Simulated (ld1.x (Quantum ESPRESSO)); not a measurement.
# Sn: related potentials compared, part 2 of 2

One potential is built and tested. Then a few of its settings are changed, to learn what that costs or gains.

ld1.x (Quantum ESPRESSO) 7.5; first potential BP86, scalar-relativistic. The steps go on from the part before.

**6. Now with reference 5s2 5p1.75; core correction none …**

In full, the change is: reference 5s2 5p1.75; core correction none (was Bessel-smoothed model core inside 1.55 bohr).

Sn.in

```
 &input
   title='Sn', zed=50., rel=1, dft='BP', iswitch=3,
   config='[Kr] 4d10 5s2 5p1.75 5d-2',
   nld=3, rlderiv=2.85, eminld=-3.0, emaxld=5.0, deld=0.02
 /
 &inputp
   pseudotype=2, tm=.true., lloc=0,
   nlcc=.false.,
   file_pseudopw='Sn.UPF', file_wfcaegen='ae.wfc', file_wfcncgen='nc.wfc', file_beta='beta', file_chi='chi'
 /
3
5P  2  1   1.75   0.00  2.60  2.60  0.0
5D  3  2  -2.00  -0.10  2.20  2.20  0.0
5S  1  0   2.00   0.00  1.50  1.50  0.0
 &test
   configts(1)='5s2 5p1.75'
 /
```

Launch:

```console
$ ld1.x < Sn.in > Sn.out
```

The output, Sn.out (without the banner and most projector matrices):

```text
     Program LD1 v.7.5
     --------------------------- All-electron run ----------------------------

     Sn
     scalar relativistic calculation

     atomic number is 50.00
     dft =BP   lsd =0 sic =0 latt =0  beta=0.20 tr2=1.0E-14
     Exchange-correlation= BP
                           (   1   1   1   1   0   0   0)
     mesh =1243 r(mesh) = 100.78374 a.u. xmin = -7.00 dx = 0.01250
     1 Ry =  13.60569312 eV, c = 137.03599908

     n l     nl                  e(Ry)          e(Ha)          e(eV)
     1 0     1S 1( 2.00)     -2133.0494     -1066.5247    -29021.6152
     2 0     2S 1( 2.00)      -322.1295      -161.0648     -4382.7957
     2 1     2P 1( 6.00)      -289.1929      -144.5965     -3934.6699
     3 0     3S 1( 2.00)       -62.2786       -31.1393      -847.3431
     3 1     3P 1( 6.00)       -51.5162       -25.7581      -700.9142
     4 0     4S 1( 2.00)        -9.9852        -4.9926      -135.8561
     4 1     4P 1( 6.00)        -6.7332        -3.3666       -91.6102
     3 2     3D 1(10.00)       -34.9470       -17.4735      -475.4781
     4 2     4D 1(10.00)        -2.0395        -1.0197       -27.7485
     5 0     5S 1( 2.00)        -0.9124        -0.4562       -12.4132
     5 1     5P 1( 1.75)        -0.3947        -0.1973        -5.3697

     final scf error:  7.4E-15 reached in  32 iterations

     Etot =  -12356.573618 Ry,   -6178.286809 Ha, -168119.748695 eV

     Ekin =   12901.354707 Ry,    6450.677353 Ha,  175531.873010 eV
     Encl =  -29871.386931 Ry,  -14935.693466 Ha, -406420.923747 eV
     Eh   =    4945.157117 Ry,    2472.578559 Ha,   67282.290181 eV
     Exc  =    -331.698510 Ry,    -165.849255 Ha,   -4512.988140 eV

     normalization and overlap integrals

     s(1S/1S) =  1.000000  <r> =   0.0291  <r2> =    0.0011  r(max) =   0.0188
     s(2S/2S) =  1.000000  <r> =   0.1255  <r2> =    0.0186  r(max) =   0.1054
     s(2P/2P) =  1.000000  <r> =   0.1096  <r2> =    0.0147  r(max) =   0.0853
     s(3S/3S) =  1.000000  <r> =   0.3394  <r2> =    0.1317  r(max) =   0.3090
     s(3P/3P) =  1.000000  <r> =   0.3377  <r2> =    0.1323  r(max) =   0.3013
     s(4S/4S) =  1.000000  <r> =   0.8183  <r2> =    0.7578  r(max) =   0.7412
     s(4P/4P) =  1.000000  <r> =   0.8857  <r2> =    0.8967  r(max) =   0.7890
     s(3D/3D) =  1.000000  <r> =   0.3146  <r2> =    0.1175  r(max) =   0.2498
     s(4D/4D) =  1.000000  <r> =   1.0993  <r2> =    1.4387  r(max) =   0.8829
     s(5S/5S) =  1.000000  <r> =   2.3729  <r2> =    6.4230  r(max) =   2.0147
     s(5P/5P) =  1.000000  <r> =   3.1258  <r2> =   11.3385  r(max) =   2.5231

     ------------------------ End of All-electron run ------------------------

     --------------------- Generating NC pseudopotential ---------------------

      Generating local pot.: lloc=0, matching radius rcloc =   1.5000

      Wfc   5P  rcut= 2.619  Using Troullier-Martins method

      Wfc   5D  rcut= 2.199  Using Troullier-Martins method

     ------------------- End of pseudopotential generation -------------------

     [... the all-electron block is printed once more ...]


     Computing logarithmic derivative in   2.84126
     Message from routine run_pseudo:
     Warning: convergence not achieved
     Computing logarithmic derivative in   2.84126
     Computing the partial wave expansion
       no projector for channel:   0
     R is outside the sphere for l=    1 j= 0.00
     R is outside the sphere for l=    2 j= 0.00

     ---------------------- Testing the pseudopotential ----------------------

     Sn
     scalar relativistic calculation

     atomic number is 50.00   valence charge is  4.00
     dft =BP   lsd =0 sic =0 latt =0  beta=0.20 tr2=1.0E-14
     mesh =1243 r(mesh) = 100.78374 xmin = -7.00 dx = 0.01250

     n l     nl             e AE (Ry)        e PS (Ry)    De AE-PS (Ry)
     1 0     5S   1( 2.00)       -0.91236       -0.91235       -0.00001
     2 1     5P   1( 1.75)       -0.39466       -0.39466        0.00000

     eps = 1.7E-11  iter =201

     Etot =  -12356.573618 Ry,   -6178.286809 Ha, -168119.748695 eV
     Etotps =    -6.710477 Ry,      -3.355239 Ha,     -91.300697 eV

     Ekin =       2.223755 Ry,       1.111877 Ha,      30.255724 eV
     Encl =     -11.947603 Ry,      -5.973801 Ha,    -162.555416 eV
     Ehrt =       4.673668 Ry,       2.336834 Ha,      63.588497 eV
     Ecxc =      -1.714047 Ry,      -0.857023 Ha,     -23.320795 eV
     Epseu=       0.053749 Ry,       0.026875 Ha,       0.731293 eV

     ---------------------- End of pseudopotential test ----------------------
```

Run time: 4 s. Hardware: 1 thread, shared host. (Generation and the later configuration tests together.)

The new file went through the configuration test as well (its log is not shown).

Sn.test.in

```
 &input
   title='Sn', zed=50., rel=1, dft='BP', iswitch=2,
   config='[Kr] 4d10 5s2 5p1.75 5d-2'
 /
 &test
   file_pseudo='Sn.UPF', nconf=8,
   configts(1)='5s2 5p1.75',
   configts(2)='5s2 5p2',
   configts(3)='5s2 5p1',
   configts(4)='5s2 5p0',
   configts(5)='5s1 5p2',
   configts(6)='5s1 5p0',
   configts(7)='5s1 5p3',
   configts(8)='5s2 5p1.5'
 /
```

The tests as a table, with energies relative to 5s2 5p1.75. A star marks tests that logged a warning.

| valence configuration | charge | ΔE all-electron (eV) | error AE − PS (meV) |
| --- | --- | --- | --- |
| 5s2 5p2 * | 0 | -1.149 | +0.5 |
| 5s2 5p1 * | +1 | 5.884 | +2.1 |
| 5s2 5p0 * | +2 | 20.006 | +32 |
| 5s1 5p2 * | +1 | 13.557 | +12 |
| 5s1 5p0 * | +3 | 51.180 | +142 |
| 5s1 5p3 * | 0 | 5.854 | +22 |
| 5s2 5p1.5 * | +0.5 | 1.543 | -0.1 |

Against the first potential, the loose cutoff stays at 35 Ry, the largest error in the tests that it solved is +142 meV (5s1 5p0) and a bound ghost remains (d).

**7. Changed: reference 5s2 5p1.75; waves 5d channel at -0.1 Ry: rc 2.94 bohr**

Sn.in

```
 &input
   title='Sn', zed=50., rel=1, dft='BP', iswitch=3,
   config='[Kr] 4d10 5s2 5p1.75 5d-2',
   nld=3, rlderiv=3.20, eminld=-3.0, emaxld=5.0, deld=0.02
 /
 &inputp
   pseudotype=2, tm=.true., lloc=0,
   nlcc=.true., new_core_ps=.true., rcore=1.55,
   file_pseudopw='Sn.UPF', file_wfcaegen='ae.wfc', file_wfcncgen='nc.wfc', file_beta='beta', file_chi='chi'
 /
3
5P  2  1   1.75   0.00  2.60  2.60  0.0
5D  3  2  -2.00  -0.10  2.94  2.94  0.0
5S  1  0   2.00   0.00  1.50  1.50  0.0
 &test
   configts(1)='5s2 5p1.75'
 /
```

Launch:

```console
$ ld1.x < Sn.in > Sn.out
```

Output in Sn.out (without the banner and most projector matrices):

```text
     Program LD1 v.7.5
     [... all-electron run as in step 6 ...]


     --------------------- Generating NC pseudopotential ---------------------

      Generating local pot.: lloc=0, matching radius rcloc =   1.5000

      Computing core charge for nlcc:

       r > 1.57 : true rho core
      Core charge pseudized with two Bessel functions
      Integrated core pseudo-charge :  16.88

      Wfc   5P  rcut= 2.619  Using Troullier-Martins method

      Wfc   5D  rcut= 2.968  Using Troullier-Martins method

     ------------------- End of pseudopotential generation -------------------

     [... all-electron run as in step 6 ...]


     Computing logarithmic derivative in   3.21957
     Computing logarithmic derivative in   3.21957
     Computing the partial wave expansion
       no projector for channel:   0
     R is outside the sphere for l=    1 j= 0.00
     R is outside the sphere for l=    2 j= 0.00

     ---------------------- Testing the pseudopotential ----------------------

     Sn
     scalar relativistic calculation

     atomic number is 50.00   valence charge is  4.00
     dft =BP   lsd =0 sic =0 latt =0  beta=0.20 tr2=1.0E-14
     mesh =1243 r(mesh) = 100.78374 xmin = -7.00 dx = 0.01250

     n l     nl             e AE (Ry)        e PS (Ry)    De AE-PS (Ry)
     1 0     5S   1( 2.00)       -0.91236       -0.91235       -0.00001
     2 1     5P   1( 1.75)       -0.39466       -0.39466        0.00000

     eps = 1.3E-15  iter = 14

     Etot =  -12356.573618 Ry,   -6178.286809 Ha, -168119.748695 eV
     Etotps =   -37.072813 Ry,     -18.536407 Ha,    -504.401323 eV

     Ekin =       2.223755 Ry,       1.111877 Ha,      30.255727 eV
     Encl =     -11.333985 Ry,      -5.666992 Ha,    -154.206717 eV
     Ehrt =       4.673668 Ry,       2.336834 Ha,      63.588497 eV
     Ecxc =     -32.690001 Ry,     -16.345001 Ha,    -444.770123 eV
     (Ecc =     -30.207899 Ry,     -15.103949 Ha,    -410.999400 eV)
     Epseu=       0.053749 Ry,       0.026875 Ha,       0.731293 eV

     ---------------------- End of pseudopotential test ----------------------
```

Run time: 1.5 s. Hardware: 1 thread, shared host. This counts the later configuration tests of the new file too.

The test run was repeated on this file; only its results are given.

Sn.test.in is that of step 6.

The tests as a table, with energies relative to 5s2 5p1.75.

| valence configuration | charge | ΔE all-electron (eV) | error AE − PS (meV) |
| --- | --- | --- | --- |
| 5s2 5p2 | 0 | -1.149 | +0.1 |
| 5s2 5p1 | +1 | 5.884 | -5.5 |
| 5s2 5p0 | +2 | 20.006 | -50 |
| 5s1 5p2 | +1 | 13.557 | -37 |
| 5s1 5p0 | +3 | 51.180 | -304 |
| 5s1 5p3 | 0 | 5.854 | -19 |
| 5s2 5p1.5 | +0.5 | 1.543 | -0.6 |

With this change the loose cutoff stays at 35 Ry, the largest error in the tests that it solved is -304 meV (5s1 5p0) and the bound ghost is gone.

**8. Results**

What follows sums up all 2 parts.

Cutoffs, loose and tight: the cutoffs (Ry, on a coarse ladder) from which the occupation-weighted sum of valence levels, in a spherical-Bessel basis at the reference potential, stays within 10 and 1 mRy of its value at 400 Ry; empty and scattering waves don't count. The number of plane waves in a given cell goes as the cutoff to the power 3/2; it is given for the loose cutoff, relative to the first potential. Test errors are all-electron less pseudo; runs with another core, reference, functional or relativity have tests of their own. The phase difference is the largest within 1 Ry of zero, over the channels with partial waves.

| change | outcome | cutoff, loose | cutoff, tight | plane waves, relative | bound ghosts | largest test error (meV) | phase difference near zero (rad) |
| --- | --- | --- | --- | --- | --- | --- | --- |
| first potential | generated | 35 Ry | 100 Ry | 1.00 | d | -210 | 0.121 |
| reference 5s2 5p1.75; core correction none (was Bessel-smoothed model core inside 1.55 bohr) | generated | 35 Ry | 110 Ry | 1.00 | d | +142 | 0.122 |
| reference 5s2 5p1.75; waves 5d channel at -0.1 Ry: rc 2.94 bohr | generated | 35 Ry | 110 Ry | 1.00 | none | -304 | 0.134 |

In words: 2 of the 3 potentials written have a bound ghost.

The first potential by itself. It has a bound ghost (d), a state that the atom doesn't have, and that rules the file out. By total energies transferability is poor: the largest error is 210 meV on 45.3 eV, for 5s1 5p0. That test lies far up in energy; among those under 40 eV, nearer to bonding, the largest error is 41 meV. Freezing the core accounts for most of it. It counts as soft on the atom at that tolerance, with 35 Ry needed at the looser tolerance. The tighter tolerance needs 100 Ry, and converged work needs a cutoff nearer that. The slowest occupied level is 5s: taken alone it needs 100 Ry to come within 1 mRy, against 12 Ry for 5p.
